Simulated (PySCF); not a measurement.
# SbF: bond curves at several levels of theory

One table from this session's results is given with a row withheld; the runs are named, their logs left out.

Program: PySCF 2.14.0. Level of theory: Sb def2-TZVPP with ECP28, F def2-TZVPP, scalar-relativistic core potentials. These are calculated values, not measurements.

The first run:

The job is set up so:

```
atoms                         : Sb, F
charge                        : 0
basis                         : Sb def2-TZVPP with ECP28, F def2-TZVPP
Hamiltonian                   : scalar-relativistic core potentials
basis functions               : 81
electrons treated             : 32
masses in u                   : 120.9038, 18.9984
levels                        : PBE0, PBE, r²SCAN, PW91, TPSSh, BHandHLYP, PBEsol, ωB97M-V, HF, MP2, SCS-MP2, CCSD, CCSD(T)
grid                          : 80 radial by 434 angular points
occupations                   : held fixed by the projection of orbital angular momentum
dissociation limit            : Sb + F, each in its ground configuration
starting distance in angstrom : 1.980
values of 2S to try           : 0, 2, 4
```

Run with:

```sh
> OMP_NUM_THREADS=1 python dia.py task.json out
```

Among the steps run: Input; PBE0 along the bond; Other states along the same grid; PBE (GGA); r²SCAN; PW91; TPSSh; BHandHLYP (global hybrid GGA); PBEsol; ωB97M-V (range-separated hybrid); UHF (mean field); MP2 and coupled cluster.

One of the session's tables, all rows but one given; the rest of the session is left out.

```
      level  Re (Å)  ωe (cm⁻¹)  De (eV)
        UHF   1.895        653     2.18
    UHF-MP2   1.921        617     4.02
UHF-SCS-MP2   1.924        612     3.92
   UHF-CCSD   1.913        629     3.70
UHF-CCSD(T)   1.919        619     3.85
        PBE   1.948        579     4.51
     PBEsol   1.932        597     4.77
       PW91   1.947        581     4.54
     r²SCAN   1.924        609     4.21
      TPSSh   1.930        603     4.18
       PBE0       ?          ?        ?
  BHandHLYP   1.910        630     3.78
    ωB97M-V   1.923        617     4.18
```

**Question.** Estimate the row for PBE0.

The run gave: Re (Å): 1.920; ωe (cm⁻¹): 614; De (eV): 4.08. In the column «Re (Å)» it lies between UHF-CCSD(T) (1.919) and UHF-MP2 (1.921).
